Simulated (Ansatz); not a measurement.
# CH2BClO: a ladder of functionals and wavefunction methods

An exercise on one series of results from a longer session: the logs are not shown, and one member is left open.

Program: Ansatz 0.2.0, Gaussian basis. Level of theory: functionals in def2-TZVPP, the program's frozen cores in correlated methods. These are calculated values, not measurements.

Plan: LDA (SPW92), PBE-D4, revPBE-D4, BLYP-D4, r2SCAN-D4, B97M-V, PBE0-D4, B3LYP-D4, r2SCANh-D4, r2SCAN0-D4, HSE06-D4, BHLYP-D4, CAM-B3LYP-D4, LC-ωPBE, ωB97X-V, ωB97M-V, B2PLYP, PBE-QIDH; CCSD(T)/def2-SVP; CCSD(T)/def2-TZVPP; MP2/def2-QZVPP; extrapolation to the limit; RPA on PBE.

## Structure used throughout

All runs share one geometry, relaxed beforehand with PBE0-D4 in a triple-zeta def2 set.

SMILES `O=CBCl`, 6 atoms, charge 0, spin multiplicity 1.

Atoms are counted from 1 here; the program's logs count them from 0.

Bond lengths: O1–C2 1.210 Å, C2–B3 1.583 Å, C2–H5 1.114 Å, B3–Cl4 1.733 Å, B3–H6 1.189 Å. Angles: O1–C2–B3 117.4°, O1–C2–H5 120.1°, B3–C2–H5 122.4°, C2–B3–Cl4 117.8°, C2–B3–H6 122.5°, Cl4–B3–H6 119.6°.

The first run:

Input file in.yaml:

```yaml
crystal:
  periodic: [false, false, false]
  atoms:
    - {symbol: O, position_ang: [0.692693, 1.603462, 0.215451]}
    - {symbol: C, position_ang: [-0.023506, 0.779707, -0.306548]}
    - {symbol: B, position_ang: [-0.097489, -0.651571, 0.364969]}
    - {symbol: Cl, position_ang: [0.517046, -1.998444, -0.535892]}
    - {symbol: H, position_ang: [-0.551848, 1.020449, -1.257255]}
    - {symbol: H, position_ang: [-0.494796, -0.817603, 1.473175]}
basis:
  gaussian: {orbitals: def2-TZVPP}
hamiltonian: {xc: lda}
output: {orbitals: {seedname: orbitals}}
```

On the command line:

```console
$ ansatz run in.yaml --threads 2 --pin off --events-out ev --progress --plain --max-ram 4352MiB
```

Steps of the session up to this table: LDA; PBE-D4 (GGA); revPBE-D4 (GGA); BLYP-D4 (GGA); r2SCAN-D4 (meta-GGA); B97M-V (meta-GGA); B3LYP-D4 (hybrid); r2SCANh-D4 (hybrid); r2SCAN0-D4 (hybrid); HSE06-D4 (hybrid); BHLYP-D4 (hybrid); CAM-B3LYP-D4 (range-separated); LC-ωPBE (range-separated); ωB97X-V (range-separated); ωB97M-V (range-separated); B2PLYP (double hybrid); PBE-QIDH (double hybrid).

One table of the session follows, with a row left open; its other results are not shown here.

It belongs to the step «Frontier levels by functional». 

```
  functional  HOMO (eV)  LUMO (eV)  gap (eV)
 LDA (SPW92)      -6.04      -3.83      2.22
      PBE-D4      -5.92      -3.54      2.38
   revPBE-D4      -5.87      -3.43      2.44
     BLYP-D4          ?          ?         ?
   r2SCAN-D4      -6.21      -3.30      2.91
      B97M-V      -6.36      -3.25      3.11
     PBE0-D4      -7.46      -2.51      4.94
    B3LYP-D4      -7.24      -2.73      4.51
  r2SCANh-D4      -6.79      -2.92      3.86
  r2SCAN0-D4      -7.67      -2.37      5.30
    HSE06-D4      -7.05      -2.90      4.15
    BHLYP-D4      -8.99      -1.39      7.60
CAM-B3LYP-D4      -8.92      -1.34      7.58
     LC-ωPBE     -10.21      -0.12     10.09
     ωB97X-V      -9.90      -0.20      9.70
     ωB97M-V      -9.81      -0.36      9.45
```

**Question.** Estimate the row for BLYP-D4.

Worked estimate for «HOMO (eV)». Against the share of exact exchange, B3LYP-D4 (0.2, -7.24), BHLYP-D4 (0.5, -8.99) give a slope of -5.83 per unit share; at 0 the line stands at -6.07.

The run gave: HOMO (eV): -5.85; LUMO (eV): -3.38; gap (eV): 2.47. In «HOMO (eV)» the line misses by -0.22.
